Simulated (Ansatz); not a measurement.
**GeSiH5 (SMILES [SiH2][GeH3]) at U-r2SCAN/aug-cc-pVDZ**

What is the electronic atomisation energy of GeSiH5 at U-r2SCAN/aug-cc-pVDZ? 

The results are computed with Ansatz 0.2.0.

27 further runs of the same task are left out: 27 set aside as unsound or not needed.

### 1 The system as given

The species is GeSiH5 (7 atoms), meant as a doublet with charge 0. SMILES: `[SiH2][GeH3]`. The coordinates come from a PBE0-D4/def2-TZVP relaxation.

Bond lengths: Si1–Ge2 2.370 Å, Si1–H3 1.489 Å, Si1–H4 1.489 Å, Ge2–H5 1.537 Å, Ge2–H6 1.541 Å, Ge2–H7 1.537 Å. Angles: Si1–Ge2–H5 109.6°, Si1–Ge2–H6 112.0°, Si1–Ge2–H7 109.7°, Ge2–Si1–H3 113.4°, Ge2–Si1–H4 113.3°, H5–Ge2–H6 108.4°, H5–Ge2–H7 108.7°, H6–Ge2–H7 108.4°, H3–Si1–H4 109.6°.

### 2 A single-point energy at U-r2SCAN/aug-cc-pVDZ

Contents of job.yaml:

```yaml
crystal:
  periodic: [false, false, false]
  atoms:
    - {symbol: Si, position_ang: [-0.094700, -1.423600, -0.163400]}
    - {symbol: Ge, position_ang: [0.288700, 0.914700, -0.097700]}
    - {symbol: H, position_ang: [0.173200, -2.103400, 1.133900]}
    - {symbol: H, position_ang: [-1.456400, -1.784700, -0.645400]}
    - {symbol: H, position_ang: [0.037100, 1.517100, -1.489000]}
    - {symbol: H, position_ang: [-0.633800, 1.622900, 0.913200]}
    - {symbol: H, position_ang: [1.746900, 1.189100, 0.302700]}
basis:
  gaussian: {orbitals: aug-cc-pVDZ}
accuracy: high
hamiltonian: {xc: {name: r2SCAN}}
output: {orbitals: {seedname: orbitals}}
magnetization: {spin_polarized: true, initial_magnetization: 1}
```

On the command line:

```console
$ ansatz run job.yaml --threads 1 --pin off --max-ram 3480MiB --events-out events.jsonl --progress --plain --runs-dir runs
```

Output:

```text
Warning: RAYON_NUM_THREADS=1 ignored (pool sized by the plan → 1); use --threads N
Functional definition: r2SCAN
  name "r2SCAN"
  parameter k0 = 0.174
  parameter k1 = 0.065
  parameter a1 = 4.9479
  exchange = r2scan_x(k0 = k0, k1 = k1, a1 = a1)
  correlation = r2scan_c
2189 factors; integrals over basis functions are off by at most 4.4e-9 eV
mean field evaluation 1: about -64472.9334 eV, gradient 9.9e0 eV
mean field evaluation 2: about -64473.6463 eV, gradient 4.3e0 eV
mean field evaluation 4: about -64473.8117 eV, gradient 2.5e-1 eV
mean field evaluation 8: about -64473.8096 eV, gradient 3.3e-2 eV
mean field evaluation 16: about -64473.8096 eV, gradient 3.8e-5 eV
mean field -64473.80959509 eV, -2369.3688007018 hartree, gradient 9.5e-8 eV, S^2 0.756357; 0 other end points of the search recorded, 0 dependent functions left out
reference -64473.80960122 eV, -2369.3688009272 hartree; 26, 25 occupied and 82, 83 virtual orbitals, 2189 factors
Total energy: -64473.80960122 eV, -2369.3688009272 hartree
```

Run time: 39 s. Hardware: 1 thread of Arm Neoverse V1, shared host; peak memory 0.51 GiB.

### 3 The Ge atom, same level

Contents of input.yaml:

```yaml
crystal:
  periodic: [false, false, false]
  atoms:
    - {symbol: Ge, position_ang: [0.000000, 0.000000, 0.000000]}
basis:
  gaussian:
    orbitals: aug-cc-pVDZ
magnetization:
  spin_polarized: true
  initial_magnetization: 2
hamiltonian:
  xc: r2scan
accuracy: high
```

Run the same way, it converges to -2076.87442 Eh (log not shown).

### 4 The H atom, same level

Contents of molecule.yaml:

```yaml
crystal:
  periodic: [false, false, false]
  atoms:
    - {symbol: H, position_ang: [0.000000, 0.000000, 0.000000]}
basis:
  gaussian:
    orbitals: aug-cc-pVDZ
accuracy: high
hamiltonian:
  xc: {name: r2SCAN}
magnetization:
  spin_polarized: true
  initial_magnetization: 1
```

On the command line:

```console
$ ansatz run molecule.yaml --threads 1 --pin off --max-ram 3480MiB --events-out events.jsonl --progress --plain --runs-dir runs
```

Output:

```text
Warning: RAYON_NUM_THREADS=1 ignored (pool sized by the plan → 1); use --threads N
Functional definition: r2SCAN
  name "r2SCAN"
  parameter k0 = 0.174
  parameter k1 = 0.065
  parameter a1 = 4.9479
  exchange = r2scan_x(k0 = k0, k1 = k1, a1 = a1)
  correlation = r2scan_c
42 factors; integrals over basis functions are off by at most 4.4e-8 eV
mean field evaluation 1: about -13.5920 eV, gradient 1.7e-1 eV
mean field evaluation 2: about -13.5908 eV, gradient 2.0e-1 eV
mean field evaluation 4: about -13.5913 eV, gradient 4.2e-3 eV
mean field evaluation 8: about -13.5913 eV, gradient 1.3e-6 eV
mean field -13.59128376 eV, -0.4994704657 hartree, gradient 1.1e-8 eV, S^2 0.750000; 0 other end points of the search recorded, 0 dependent functions left out
reference -13.59128871 eV, -0.4994706476 hartree; 1, 0 occupied and 8, 9 virtual orbitals, 42 factors
Total energy: -13.59128871 eV, -0.4994706476 hartree
```

Wall time 0.5 s (1 thread of Arm Neoverse V1, shared host).

### 5 The Si atom at the same level

Contents of molecule.yaml:

```yaml
crystal:
  periodic: [false, false, false]
  atoms:
    - {symbol: Si, position_ang: [0.000000, 0.000000, 0.000000]}
basis:
  gaussian: {orbitals: aug-cc-pVDZ}
magnetization: {spin_polarized: true, initial_magnetization: 2}
hamiltonian: {xc: r2scan}
accuracy: high
```

Run the same way, it converges to -289.33952 Eh (log not shown).

### 6 Results

At U-r2SCAN/aug-cc-pVDZ:

| quantity | value |
| --- | --- |
| molecule: total energy | -2369.36880 Eh |
| molecule: HOMO energy (highest over α and β) | -5.57 eV |
| molecule: LUMO energy (lowest over α and β) | -3.16 eV |
| molecule: ⟨S²⟩ | 0.756 |
| Ge atom: total energy | -2076.87442 Eh |
| Ge atom: ⟨S²⟩ | 2.005 |
| H atom: total energy | -0.49947 Eh |
| H atom: ⟨S²⟩ | 0.750 |
| Si atom: total energy | -289.33952 Eh |
| Si atom: ⟨S²⟩ | 2.009 |
| electronic atomisation energy | 17.892 eV |

In words: Taking the molecule apart into free atoms costs 17.89 eV (1726 kJ/mol), before zero-point energy and without spin-orbit coupling.
